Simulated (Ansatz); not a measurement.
# SrCd3: the cost of one run

Computed with Ansatz 0.2.0 through its Python package. Level of theory: DFT r2SCAN, plane waves, PAW.

### 1 The system

Symmetry: Fm-3m, No. 225, cubic system. The conventional cell has a = 7.438 Å, b = 7.438 Å, c = 7.438 Å, α = 90.00°, β = 90.00°, γ = 90.00°. Around Sr (site symmetry m-3m) lie 8 Cd at 3.22 Å. Cd (site symmetry -43m) is surrounded by 4 Sr at 3.22 Å and 4 Cd at 3.22 Å. Around Cd (site symmetry m-3m) lie 8 Cd at 3.22 Å.

The script holds or builds the structure itself.

### 2 The script

srcd3.py

```python
"""Energy against volume for SrCd3, with a fit."""

import warnings

import ansatz
import numpy as np
from scipy.optimize import curve_fit

vectors0 = np.array([
    [0.0, 3.718761, 3.718761],
    [3.718761, 0.0, 3.718761],
    [3.718761, 3.718761, 0.0],
])
sites = [
    ("Sr", [0.0, 0.0, 0.0]),
    ("Cd", [0.25, 0.25, 0.25]),
    ("Cd", [0.75, 0.75, 0.75]),
    ("Cd", [0.5, 0.5, 0.5]),
]


def make_crystal(cell):
    crystal = ansatz.Crystal(lattice=ansatz.Lattice.of(cell))
    for symbol, position in sites:
        crystal = crystal.atom(symbol, position)
    return crystal

def vinet(v, e0, v0, b0, b1):
    eta = (v / v0) ** (1 / 3)
    return e0 + 2 * b0 * v0 / (b1 - 1) ** 2 * (2 - (5 + 3 * b1 * (eta - 1) - 3 * eta) * np.exp(-1.5 * (b1 - 1) * (eta - 1)))


def main() -> None:
    warnings.simplefilter("ignore", ansatz.DeckWarning)

    # scale the volume, keep shape and fractions
    volumes, energies, pressures = [], [], []
    for scale in np.linspace(0.95, 1.07, 5):
        cell = vectors0 * scale ** (1 / 3)
        setup = (
            make_crystal(cell).calculation()
            .functional("r2scan")
            .pseudopotentials("paw")
            .occupations("Fermi-Dirac", width=0.1)
            .basis(600)
            .kpoints(6, 6, 6)
            .stress()
        )
        rep = setup.run(threads=1, pin="off").report
        volumes.append(abs(np.linalg.det(cell)) / len(sites))
        energies.append(rep["free_energy_ev"] / len(sites))
        pressures.append(np.trace(rep["stress_gpa"]) / 3)
        print(f"V = {volumes[-1]:8.4f} A^3/atom  F = {energies[-1]:.5f} eV/atom  P = {pressures[-1]:8.3f} GPa")

    guess = (min(energies), volumes[int(np.argmin(energies))], 0.5, 4.5)
    (e0, v0, b0, b1), _ = curve_fit(vinet, np.array(volumes), np.array(energies), p0=guess, maxfev=20000)
    print(f"Vinet fit: V0 = {v0:.4f} A^3/atom, B0 = {160.21766 * b0:.1f} GPa, B1 = {b1:.2f}")
    print("largest residual", round(1000 * float(np.abs(vinet(np.array(volumes), e0, v0, b0, b1) - energies).max()), 3), "meV/atom")


if __name__ == "__main__":
    main()
```

### 3 The input behind the calls

The package turns the script's settings into the engine's input (first run):

```yaml
crystal:
  lattice:
    - [0.0, 3.6557189737262807, 3.6557189737262807]
    - [3.6557189737262807, 0.0, 3.6557189737262807]
    - [3.6557189737262807, 3.6557189737262807, 0.0]
  atoms:
    - { symbol: Sr, position: [0.0, 0.0, 0.0] }
    - { symbol: Cd, position: [0.25, 0.25, 0.25] }
    - { symbol: Cd, position: [0.75, 0.75, 0.75] }
    - { symbol: Cd, position: [0.5, 0.5, 0.5] }
basis:
  ecutwfc: 600.0
kpoints:
  mp_grid:
    grid: [6, 6, 6]
hamiltonian:
  xc: r2scan
  pseudopotentials:
    kind: paw
scf:
  occupations:
    method: fermi_dirac
    width: 0.1
output:
  stress: true
```

### 4 Running it

The run is started by

```sh
> python srcd3.py
```

**Question.** How long does this script take on 1 thread of Arm Neoverse V2, shared host, and how much memory does it need?

About 51 s, with a peak of 0.93 GiB.
